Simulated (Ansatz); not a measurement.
**CHBClNO: one species, many methods**

The task here is to estimate one member of a computed series from the others.

Computed with Ansatz 0.2.0, Gaussian basis. Level: functionals in def2-TZVPP, the program's frozen cores in correlated methods.

The runs, in order: LDA (SPW92), PBE-D4, revPBE-D4, BLYP-D4, r2SCAN-D4, B97M-V, PBE0-D4, B3LYP-D4, r2SCANh-D4, r2SCAN0-D4, HSE06-D4, BHLYP-D4, CAM-B3LYP-D4, LC-ωPBE, ωB97X-V, ωB97M-V, B2PLYP, PBE-QIDH; CCSD(T)/def2-SVP; CCSD(T)/def2-TZVPP; MP2/def2-QZVPP; extrapolation to the limit; RPA on PBE.

## The relaxed structure

An earlier PBE0-D4 in a triple-zeta def2 set relaxation fixed the geometry.

SMILES `O=C=NBCl`, 6 atoms, charge 0, spin multiplicity 1.

Atoms are counted from 1 here; the program's logs count them from 0.

Bond lengths: O1–C2 1.158 Å, C2–N3 1.201 Å, N3–B4 1.405 Å, B4–Cl5 1.751 Å, B4–H6 1.188 Å. Angles: O1–C2–N3 175.5°, C2–N3–B4 151.0°, N3–B4–Cl5 120.8°, N3–B4–H6 120.8°, Cl5–B4–H6 118.4°.

Set-up of the first run:

File in.yaml:

```yaml
crystal:
  periodic: [false, false, false]
  atoms:
    - {symbol: O, position_ang: [-0.576219, -2.573471, -0.042322]}
    - {symbol: C, position_ang: [-0.208382, -1.485727, 0.108235]}
    - {symbol: N, position_ang: [0.227825, -0.389226, 0.333927]}
    - {symbol: B, position_ang: [0.287335, 0.988072, 0.064977]}
    - {symbol: Cl, position_ang: [-0.690265, 1.696461, -1.203263]}
    - {symbol: H, position_ang: [1.001705, 1.699992, 0.692244]}
basis:
  gaussian: {orbitals: def2-TZVPP}
hamiltonian: {xc: lda}
output: {orbitals: {seedname: orbitals}}
```

Among the steps run: LDA; PBE-D4 (GGA); revPBE-D4 (GGA); BLYP-D4 (GGA); r2SCAN-D4 (meta-GGA); B97M-V (meta-GGA); PBE0-D4 (hybrid); B3LYP-D4 (hybrid); r2SCANh-D4 (hybrid); r2SCAN0-D4 (hybrid); HSE06-D4 (hybrid); BHLYP-D4 (hybrid); CAM-B3LYP-D4 (range-separated); LC-ωPBE-D4 (range-separated; the results give it without D4); ωB97X-V (range-separated); ωB97M-V (range-separated); B2PLYP (double hybrid); PBE-QIDH (double hybrid).

One table of the session follows, with a row left open; its other results are not shown here.

It belongs to the step «Frontier levels by functional». 

| functional | HOMO (eV) | LUMO (eV) | gap (eV) |
| --- | --- | --- | --- |
| LDA (SPW92) | -7.93 | -3.11 | 4.81 |
| PBE-D4 | -7.73 | -2.81 | 4.92 |
| revPBE-D4 | -7.66 | -2.70 | 4.96 |
| BLYP-D4 | -7.58 | -2.65 | 4.93 |
| r2SCAN-D4 | -8.05 | -2.53 | 5.52 |
| B97M-V | ? | ? | ? |
| PBE0-D4 | -9.13 | -1.89 | 7.25 |
| B3LYP-D4 | -8.88 | -2.09 | 6.79 |
| r2SCANh-D4 | -8.57 | -2.20 | 6.37 |
| r2SCAN0-D4 | -9.36 | -1.71 | 7.65 |
| HSE06-D4 | -8.73 | -2.27 | 6.46 |
| BHLYP-D4 | -10.43 | -0.81 | 9.61 |
| CAM-B3LYP-D4 | -10.49 | -0.77 | 9.72 |
| LC-ωPBE | -11.82 | 0.37 | 12.19 |
| ωB97X-V | -11.46 | 0.34 | 11.80 |
| ωB97M-V | -11.35 | 0.20 | 11.54 |

**Question.** Estimate the row for B97M-V.

**Answer.** HOMO (eV): -8.10; LUMO (eV): -2.45; gap (eV): 5.65. In the column «HOMO (eV)» it lies between r2SCANh-D4 (-8.57) and r2SCAN-D4 (-8.05).
